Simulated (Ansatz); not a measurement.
**CH6NSSb: a ladder of functionals and wavefunction methods**

An exercise on one series of results from a longer session: the logs are not shown, and one member is left open.

Method: functionals in def2-TZVPP, the program's frozen cores in correlated methods; program: Ansatz 0.2.0, Gaussian basis.

The runs, in order: LDA (SPW92), PBE-D4, revPBE-D4, BLYP-D4, r2SCAN-D4, B97M-V, PBE0-D4, B3LYP-D4, r2SCANh-D4, r2SCAN0-D4, HSE06-D4, BHLYP-D4, CAM-B3LYP-D4, LC-ωPBE, ωB97X-V, ωB97M-V, B2PLYP, PBE-QIDH; CCSD(T)/def2-SVP; CCSD(T)/def2-TZVPP; MP2/def2-QZVPP; extrapolation to the limit; RPA on PBE.

## The geometry

All runs share one geometry, relaxed beforehand with PBE0-D4 in a triple-zeta def2 set. Sb takes the def2 core potential; no spin-orbit term is included.

SMILES `[NH2][SbH][CH2]S`, 10 atoms, charge 0, spin multiplicity 1.

Atoms are counted from 1 here; the program's logs count them from 0.

Bond lengths: N1–Sb2 2.038 Å, N1–H5 1.011 Å, N1–H6 1.011 Å, Sb2–C3 2.165 Å, Sb2–H7 1.717 Å, C3–S4 1.804 Å, C3–H8 1.090 Å, C3–H9 1.090 Å, S4–H10 1.344 Å. Angles: Sb2–N1–H5 114.7°, Sb2–N1–H6 112.4°, H5–N1–H6 108.3°, N1–Sb2–C3 95.3°, N1–Sb2–H7 97.6°, C3–Sb2–H7 91.5°, Sb2–C3–S4 111.0°, Sb2–C3–H8 108.9°, Sb2–C3–H9 110.3°, S4–C3–H8 106.2°, S4–C3–H9 111.8°, H8–C3–H9 108.4°, C3–S4–H10 97.5°.

As a file:

```
N    -1.7895    1.0581   -0.1880
Sb    0.2432    1.0802   -0.3308
C     0.5270   -0.8823    0.5394
S     2.2398   -1.4228    0.3718
H    -2.2607    0.5685   -0.9367
H    -2.1807    1.9881   -0.1215
H     0.3660    0.4436   -1.9202
H    -0.0754   -1.6042   -0.0120
H     0.2015   -0.8852    1.5793
H     2.8118   -0.3952    1.0217
```

Set-up of the first run:

File in.yaml:

```yaml
crystal:
  periodic: [false, false, false]
  atoms:
    - {symbol: N, position_ang: [-1.789520, 1.058088, -0.187951]}
    - {symbol: Sb, position_ang: [0.243159, 1.080195, -0.330803]}
    - {symbol: C, position_ang: [0.526998, -0.882267, 0.539393]}
    - {symbol: S, position_ang: [2.239774, -1.422752, 0.371842]}
    - {symbol: H, position_ang: [-2.260722, 0.568480, -0.936737]}
    - {symbol: H, position_ang: [-2.180658, 1.988107, -0.121516]}
    - {symbol: H, position_ang: [0.366019, 0.443577, -1.920198]}
    - {symbol: H, position_ang: [-0.075405, -1.604226, -0.011993]}
    - {symbol: H, position_ang: [0.201513, -0.885224, 1.579286]}
    - {symbol: H, position_ang: [2.811844, -0.395179, 1.021678]}
basis:
  gaussian: {orbitals: def2-TZVPP}
hamiltonian: {xc: lda}
output: {orbitals: {seedname: orbitals}}
```

Command:

```sh
ansatz run in.yaml --threads 4 --pin off --events-out ev --progress --plain --max-ram 10444MiB
```

Steps of the session up to this table: LDA; PBE-D4 (GGA); revPBE-D4 (GGA); BLYP-D4 (GGA); r2SCAN-D4 (meta-GGA); B97M-V (meta-GGA); PBE0-D4 (hybrid); B3LYP-D4 (hybrid); r2SCANh-D4 (hybrid); r2SCAN0-D4 (hybrid); HSE06-D4 (hybrid); BHLYP-D4 (hybrid); CAM-B3LYP-D4 (range-separated); LC-ωPBE (range-separated); ωB97X-V (range-separated); ωB97M-V (range-separated); B2PLYP (double hybrid); PBE-QIDH (double hybrid).

One of the session's tables, all rows but one given; the rest of the session is left out.

It belongs to the step «Orbital energies across the functionals». 

```
  functional  HOMO (eV)  gap (eV)
 LDA (SPW92)      -5.48      3.92
      PBE-D4      -5.34      4.01
   revPBE-D4      -5.29      4.07
     BLYP-D4      -5.19      3.94
   r2SCAN-D4      -5.58      4.53
      B97M-V      -5.65      4.45
     PBE0-D4          ?         ?
    B3LYP-D4      -6.28      5.47
  r2SCANh-D4      -6.01      5.22
  r2SCAN0-D4      -6.65      6.25
    HSE06-D4      -6.10      5.16
    BHLYP-D4      -7.51      7.68
CAM-B3LYP-D4      -7.78      8.10
     LC-ωPBE      -9.11     10.56
     ωB97X-V      -8.78     10.07
     ωB97M-V      -8.64      9.68
```

Estimate the missing values for PBE0-D4.

**Answer.** HOMO (eV): -6.50; gap (eV): 5.93. In the column «HOMO (eV)» it lies between r2SCAN0-D4 (-6.65) and B3LYP-D4 (-6.28).
